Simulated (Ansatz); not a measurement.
# NiMoIrPdW (P3m1) in Ansatz: density of states with PBE

Aim: the density of states of NiMoIrPdW with PBE.

Program: Ansatz 0.2.0. These are calculated values, not measurements. Logs are shortened: lines on timing, memory, paths and dates and some standing lists are left out, and cuts for length are marked.

### 1 The structure

It takes space group P3m1 (No. 156, trigonal). The conventional cell has a = 2.766 Å, b = 2.766 Å, c = 11.023 Å, α = 90.00°, β = 90.00°, γ = 120.00°. Ni (site symmetry 3m) is surrounded by 3 Mo at 2.60 Å and 3 Pd at 2.71 Å and 6 Ni at 2.77 Å. Mo (site symmetry 3m) has 3 Ni at 2.60 Å and 6 Mo at 2.77 Å and 3 Ir at 2.82 Å as nearest neighbours. Pd (site symmetry 3m) is surrounded by 3 Ni at 2.71 Å and 3 W at 2.74 Å and 6 Pd at 2.77 Å. Ir (site symmetry 3m) has 3 W at 2.74 Å and 6 Ir at 2.77 Å and 3 Mo at 2.82 Å as nearest neighbours. Around W (site symmetry 3m) lie 3 Pd at 2.74 Å and 3 Ir at 2.74 Å and 6 W at 2.77 Å.

The cell was built by a generator and needn't be a form met in nature.

### 2 Density of states, PBE, collinear spin, ferromagnetic start

The input, input.yaml:

```yaml
crystal:
  lattice:
    - [2.76616, 0.0, 0.0]
    - [-1.38308, 2.39557, 0.0]
    - [0.0, 0.0, 11.02292]
  atoms:
    - { symbol: Ni, position: [0.33333, 0.66667, 0.59712], spin: 1.0 }
    - { symbol: Mo, position: [0.0, 0.0, 0.41074], spin: 1.0 }
    - { symbol: Pd, position: [0.66667, 0.33333, 0.7952] }
    - { symbol: Ir, position: [0.66667, 0.33333, 0.1996], spin: 0.6 }
    - { symbol: W, position: [0.33333, 0.66667, 0.99734] }
kpoints:
  mp_grid: { grid: [8, 8, 2] }
scf:
  occupations: { method: fermi_dirac, width: 0.05 }
hamiltonian:
  xc: pbe
  pseudopotentials: { kind: all_electron, datasets: crystal }
magnetization:
  spin_polarized: true
output:
  forces: true
  stress: true
  eigenvalues: true
  dos: { projected: false, de: 0.1, e_range: [-20, 10] }
```

Potentials or basis: all-electron PAW datasets made for the crystal.

Launch:

```console
$ ansatz run input.yaml --threads 8 --pin off --max-ram 24576MiB --backend cpu --events-out ev --progress --plain --runs-dir out
```

Output:

```text
Warning: the atoms were moved onto the symmetric positions of the space group found under crystal.symmetry.tolerance 1.0e-5 (fractional; no operation is sought that the atoms, as they stand in a round, miss by more than twice it, and no atom is moved by as much as it), and the run uses the moved positions. Before a round's move an operation carried an atom to 2.77e-5 Å from where it should land, the largest such distance. Atom 0 (counting from 0) moved farthest, by 1.60e-5 Å; the longest move in fractions of the cell, of whichever atom, is 0.47 of the tolerance, in 1 round. To run the atoms as typed, lower crystal.symmetry.tolerance until the operations that they miss are no longer found, or set crystal.symmetry.detect: false (a key that needs symmetry detection or time reversal refuses this as the deck is read). The positions used, in the order of the run's atom list: position: [0.3333333333333333, 0.6666666666666666, 0.59712]; position: [0.0, 0.0, 0.41074]; position: [0.6666666666666666, 0.3333333333333333, 0.7952]; position: [0.6666666666666666, 0.3333333333333333, 0.1996]; position: [0.3333333333333333, 0.6666666666666666, 0.99734]; The lattice was moved too: crystal.lattice keeps the space group found at crystal.symmetry.tolerance 1.0e-5 only nearly: the operation that it misses by the most changes a squared length by the fraction 3.74e-6. The run uses the lattice that is a stretch of the typed one, with no rotation, onto the one that keeps every operation to a double's rounding (on a very oblique basis the stretch itself rounds by more); the deck's lattice vector that moved farthest moved by 2.98e-6 Å. To run the lattice as typed, set crystal.symmetry.tolerance under 3.73e-6, the least fraction by which an operation that the lattice misses changes a squared length (the same key also sets how far an atom may lie from its image, so lowering it can lose operations that the atoms keep only within it), or set crystal.symmetry.detect: false, as for the atoms. crystal.lattice made exact, in Å and degrees: [[2.766162984364202, 0.0, 0.0], [-1.383081492182101, 2.3955674154675757, 0.0], [0.0, 0.0, 11.02292]]. Pasted over the deck's crystal.lattice, beside positions in fractional coordinates, it runs the same cell (given as lengths and angles, that cell in the form's own orientation, a rigid turn of the misfit's size from the one run here, for which a checkpoint.post_process_only pass over this run's state can be refused: where this run relaxes nothing, give such a pass this deck's own crystal.lattice, as typed; behind a relaxation, as crystal.lattice, the state's own cell, identity.cell in its checkpoint.json), and a matrix so pasted ends this notice, except on a very skew basis of the lattice, where the rounding of the pasted numbers themselves can read as a misfit: the cell is then moved again, and that move is told again. The lattice as run is in this notice's lattice.as_run_ang field (Run.prep()["deck_notices"] in Python, the deck_notice line of an events file, deck_notices of ansatz run --dry-run=json, or deck_notices in record.json in the deck's checkpoint.write directory).
Warning: RAYON_NUM_THREADS=8 ignored (pool sized by the plan → 8); use --threads N
hamiltonian.pseudopotentials.datasets: crystal makes datasets for this crystal and solves the spheres of its atoms anew in each pass: cutoff 440.0 eV, the density's 1760.0 eV; for an error of 0.50 meV an atom under PBE, 2.5 meV for the cell; an energy difference from a run of another recipe may be off by several times the error for the cell, under r2SCAN by more, where some 0.1 meV an atom stays at smaller errors; Ni in spheres of 1.270 Å, 18 of its electrons in bands; Mo in spheres of 1.323 Å, 14 of its electrons in bands; Pd in spheres of 1.365 Å, 18 of its electrons in bands; W in spheres of 1.376 Å, 28 of its electrons in bands; Ir in spheres of 1.365 Å, 17 of its electrons in bands
Engine: ansatz 0.2.0, x86_64-unknown-linux-gnu
Pseudopotentials: kind: all_electron
Pseudopotential: Ni, paw, valence charge 18, recommended cutoff 440 eV (normal), crystal/all_electron/pbe/scalar/gaussian/Ni, Koelling and Harmon's equation, gaussian nucleus
Pseudopotential: Mo, paw, valence charge 14, recommended cutoff 440 eV (normal), crystal/all_electron/pbe/scalar/gaussian/Mo, Koelling and Harmon's equation, gaussian nucleus
Pseudopotential: Pd, paw, valence charge 18, recommended cutoff 440 eV (normal), crystal/all_electron/pbe/scalar/gaussian/Pd, Koelling and Harmon's equation, gaussian nucleus
Pseudopotential: Ir, paw, valence charge 17, recommended cutoff 440 eV (normal), crystal/all_electron/pbe/scalar/gaussian/Ir, Koelling and Harmon's equation, gaussian nucleus
Pseudopotential: W, paw, valence charge 28, recommended cutoff 440 eV (normal), crystal/all_electron/pbe/scalar/gaussian/W, Koelling and Harmon's equation, gaussian nucleus
Functional definition: PBE
  parameter kappa = 0.804
  parameter beta = 0.06672455060314922
  exchange = pbe_x(kappa = kappa, mu = beta*pi^2/3)
  correlation = pbe_c(beta = beta)
a search for the magnetic state begins, with frozen cores and fixed partial waves. It gives no result and prints no iterations
the search for the magnetic state of this step took 53 SCF iterations with frozen cores. It stayed in its first state, in which the spheres begin
Crystal: 5 atoms, lattice volume = 73.044 Å³
Basis set: ecut = 440 eV, 1549 PW (Γ), exchange–correlation on 40×40×160 points (8 copies of the dense FFT grid, shifted against one another)
Bands: 59, of which v1, the nominal top of the filled ones, is band 48 counted from 1 (47 counted from 0)
Symmetry: 6 space group operations
Space group: P3m1 (ITA 156), of the structure as read, at distance tolerance 4.2e-5 Å
Magnetic group: BNS 156.49 (UNI 1279), of the structure as read, at distance tolerance 4.2e-5 Å
k-points: 20 of 128 (time reversal used)
Non-local potential: Ni, projectors of the file, l = 0: 3, l = 1: 2, l = 2: 2
Non-local potential: Mo, projectors of the file, l = 0: 2, l = 1: 2, l = 2: 2
Non-local potential: Pd, projectors of the file, l = 0: 2, l = 1: 2, l = 2: 2
Non-local potential: Ir, projectors of the file, l = 0: 2, l = 1: 2, l = 2: 2
Non-local potential: W, projectors of the file, l = 0: 2, l = 1: 2, l = 2: 2, l = 3: 2
PAW form: soft (Blöchl's): semilocal exchange-correlation on the pseudo side does not see the compensation charge
PAW one-centre angular grid: Ni, 590 points (default); XC on its mesh's 1907 points in the sphere
PAW one-centre angular grid: Mo, 590 points (default); XC on its mesh's 1871 points in the sphere
[... 33 lines left out ...]
SCF converged after 18 iterations
Magnetization: -0.0000 μB (47.5000 up, 47.5000 down)
Absolute magnetization: 0.0000 μB (∫|ρ↑−ρ↓|)
Spin contamination: -0.2109 ħ² per cell (⟨S²⟩ above its minimum at these occupations)
Per-site moments (μB) at R_I (Å): [(-2.383828353319122e-6, 1.07339799132475), (-3.9167787394291706e-7, 1.07339799132475), (-1.846136429901133e-7, 1.1158773407122784), (-4.097243201949597e-8, 1.131273565566878), (-4.464202335377156e-8, 1.1308300374891502)]
Free energy (F): -1213095.550525 eV
Harris-Foulkes:  -1213095.550525 eV  (|F-HF|=2.75e-8)
Internal energy: -1213095.502581 eV  (E = F + TS)
E sigma→0 (E₀):  -1213095.526553 eV
Entropy (-TS):   -0.047944 eV (-9.589 meV/atom)
Past the cutoff: the bands carry plane waves up to 1.75 times it, of which those up to 1.5 times it add -0.000305 eV an atom, each by itself; the spheres take 0.000169 eV an atom off the energy for waves past 1.75 times it
By the cutoff:   a pressure is off by up to 0.006 GPa (1.2 times the spheres' own share and the shells' term, over an atom's volume, and 0.004 GPa: a bound that held against runs at twice the plane waves)
Past the cutoffs: a stress includes 0.0012 GPa for waves and charges beyond them, in addition to the slope of what the spheres take
In the spheres:  the bands' charges fall short by 7.6e-7 e at most (sound up to 1e-3)
Fermi energy:    24.512735 eV
--- Per-component energies (eV) ---
  E_band       = -439.608639
  E_kinetic    = 1144.186476
  E_local      = -10539.481375  (includes V_loc(G=0)·N_el)
  E_nonlocal   = -4378.941051
  E_hartree    = 5649.188188
  E_xc         = -376.534502
  E_vxc        = -489.256688  (∫ρ·V_xc dr)
  E_paw        = -1228297.520432  (= ΣΔE_a)
  E_vpaw       = -35964.890821  (= ΣTr[D̂ρ^β])
  E_ewald      = -14786.787786
  E_smearing   = -0.047944  (= −TS)
  E_closure    = 38490.387902  (closes the sum)
  Σ components = -1213095.550525   (vs F -1213095.550525, Δ=0.00e0)
  The terms above E_closure are by the made datasets' own strengths, without shells solved beside the bands.
--- Forces (eV/Å), atoms counted from 1 ---
  atom   1  Ni     0.00000000     0.00000000    -0.02462215
  atom   2  Mo    -0.00000000    -0.00000000    -0.02170975
  atom   3  Pd    -0.00000000    -0.00000000    -0.02942734
  atom   4  Ir     0.00000000     0.00000000     0.06528745
  atom   5  W      0.00000000     0.00000000     0.01040042
  max |Σ_I F_I| component: 7.14e-5 eV/Å
--- Stress (GPa, compression-positive) ---
        0.053153      -0.000000       0.000000
       -0.000000       0.053153       0.000000
        0.000000       0.000000       0.702057
  P = ⅓ Tr σ = 0.2695 GPa (2.695 kbar)
--- Band table (eV; the first three rows and the last of 40) ---
  k-point 0 ↑: bands = ["-78.4640", "-68.0660", "-60.2300", "-49.5217", "-38.9779", "-38.7753", "-38.7753", "-36.5313", "-26.0712", "-25.7362", "-25.7362", "-24.9154", "-24.7005", "-24.7005", "-13.9343", "-13.1391", "-13.1391", "-10.6904", "-9.9001", "-9.9001", "-3.7402", "-3.7315", "-3.7315", "-3.7192", "-3.7192", "-3.7057", "-3.6424", "15.1293", "16.9853", "17.6622", "18.5104", "19.4342", "21.2386", "21.2386", "21.2904", "21.3485", "21.3485", "21.9814", "22.2812", "22.2812", "22.7400", "22.7400", "22.8100", "23.0252", "23.0252", "23.4659", "23.4659", "23.5953", "24.1939", "24.1939", "24.3168", "24.8763", "24.8763", "26.8394"]
  k-point 1 ↑: bands = ["-78.4640", "-68.0660", "-60.2300", "-49.5217", "-38.9779", "-38.7753", "-38.7753", "-36.5313", "-26.0712", "-25.7362", "-25.7362", "-24.9154", "-24.7005", "-24.7005", "-13.9343", "-13.1391", "-13.1391", "-10.6904", "-9.9001", "-9.9001", "-3.7402", "-3.7315", "-3.7315", "-3.7192", "-3.7192", "-3.7057", "-3.6424", "15.1762", "16.7346", "17.7532", "18.7116", "19.5137", "21.2393", "21.2393", "21.3481", "21.3481", "21.3735", "21.8118", "22.2496", "22.2496", "22.6384", "22.8392", "22.8392", "23.0376", "23.0947", "23.0947", "23.2487", "23.2487", "24.3059", "24.3059", "24.8538", "24.8538", "25.1128", "26.8195"]
  k-point 2 ↑: bands = ["-78.4632", "-68.0610", "-60.2250", "-49.5064", "-38.9768", "-38.7827", "-38.7772", "-36.5037", "-26.0654", "-25.7803", "-25.7470", "-24.9053", "-24.7747", "-24.7185", "-13.9095", "-13.3190", "-13.1802", "-10.6626", "-10.0861", "-9.9423", "-3.7382", "-3.7314", "-3.7290", "-3.7234", "-3.7203", "-3.7000", "-3.6495", "15.7133", "17.5380", "18.1014", "18.9317", "19.7307", "20.7705", "21.0871", "21.3199", "21.6079", "21.6317", "21.7252", "21.8558", "22.1645", "22.2636", "22.7592", "22.8228", "22.9212", "23.1334", "23.1551", "23.4372", "23.5287", "23.9624", "24.4749", "24.6320", "25.0436", "25.2088", "26.7638"]
  k-point 19 ↓: bands = ["-78.4585", "-68.0287", "-60.1926", "-49.4057", "-38.9694", "-38.8169", "-38.8036", "-36.3195", "-26.0268", "-25.9808", "-25.9018", "-25.1075", "-24.9762", "-24.8387", "-14.0952", "-13.7862", "-13.7454", "-10.8940", "-10.5712", "-10.4776", "-3.7405", "-3.7346", "-3.7283", "-3.7198", "-3.7196", "-3.6949", "-3.6617", "19.0726", "19.2389", "19.7324", "19.8774", "20.2568", "20.3288", "20.5620", "20.6602", "21.0007", "21.3774", "21.4564", "21.8214", "22.2290", "22.6253", "22.8851", "23.2074", "23.7596", "24.0115", "24.5092", "24.6832", "24.8439", "25.1376", "26.1260", "26.4672", "26.9540", "28.8663", "29.2641"]
```

It took 35 s on 8 threads of Intel Xeon 6975P-C (Granite Rapids), shared host; peak memory 2.9 GiB.

What came out:

```yaml
Free_energy: -1213095.5505 eV
Pressure: 0.3 GPa
Largest_force: 0.065 eV/Å
Band_gap_on_the_k_mesh: none (metal or under the smearing width)
Net_moment: 0.00 μB per cell
Absolute_moment: 0.00 μB per cell
```

Forces in eV/Å, atoms in the order of the input:
```
Ni   0.000  0.000 -0.025
Mo   0.000  0.000 -0.022
Pd   0.000  0.000 -0.029
Ir   0.000  0.000  0.065
W    0.000  0.000  0.010
```

Levels at points of the mesh, in eV from the Fermi level:
Spin up:
| k point | band 45 | band 46 | band 47 | band 48 | band 49 | band 50 |
| --- | --- | --- | --- | --- | --- | --- |
| (0.00, 0.00, 0.00) | -1.49 | -1.05 | -1.05 | -0.92 | -0.32 | -0.32 |
| (0.00, 0.00, -0.50) | -1.42 | -1.42 | -1.26 | -1.26 | -0.21 | -0.21 |
| (0.00, -0.50, 0.00) | -0.39 | -0.20 | 0.66 | 1.00 | 1.29 | 1.64 |
| (0.00, -0.50, -0.50) | -0.39 | -0.28 | 0.63 | 0.99 | 1.47 | 2.16 |
Spin down:
```
             k point  band 43  band 44  band 45  band 46  band 47  band 48  band 49  band 50  band 51  band 52
  (0.00, 0.00, 0.00)    -1.70    -1.49    -1.49    -1.05    -1.05    -0.92    -0.32    -0.32    -0.20     0.36
 (0.00, 0.00, -0.50)    -1.67    -1.48    -1.42    -1.42    -1.26    -1.26    -0.21    -0.21     0.34     0.34
 (0.00, -0.50, 0.00)    -0.54    -0.39    -0.39    -0.20     0.66     1.00     1.29     1.64     2.28     2.73
(0.00, -0.50, -0.50)    -0.88    -0.54    -0.39    -0.28     0.63     0.99     1.47     2.16     2.40     2.59
```

States per cell in windows of 1 eV (zero at the Fermi level; states under -8 eV left out):
| from (eV) | up | down |
| --- | --- | --- |
| -8.0 | 0.24 | 0.24 |
| -7.0 | 1.01 | 1.01 |
| -6.0 | 2.10 | 2.10 |
| -5.0 | 2.89 | 2.89 |
| -4.0 | 3.36 | 3.36 |
| -3.0 | 3.71 | 3.71 |
| -2.0 | 4.46 | 4.46 |
| -1.0 | 2.69 | 2.69 |
| 0.0 | 2.17 | 2.17 |
| 1.0 | 1.85 | 1.85 |
| 2.0 | 1.58 | 1.58 |
| 3.0 | 1.17 | 1.17 |
| 4.0 | 1.00 | 1.00 |
| 5.0 | 0.69 | 0.69 |
| 6.0 | 0.69 | 0.69 |
| 7.0 | 0.56 | 0.56 |

Caveat: the k mesh is thin for a metal, which can move the energy by tens of meV per atom; the program warned that the printed levels may be off, so bands, gaps and densities of states are rough; the starting moments weren't kept. Spin-orbit coupling is left out, which matters for the levels of Ir, W.
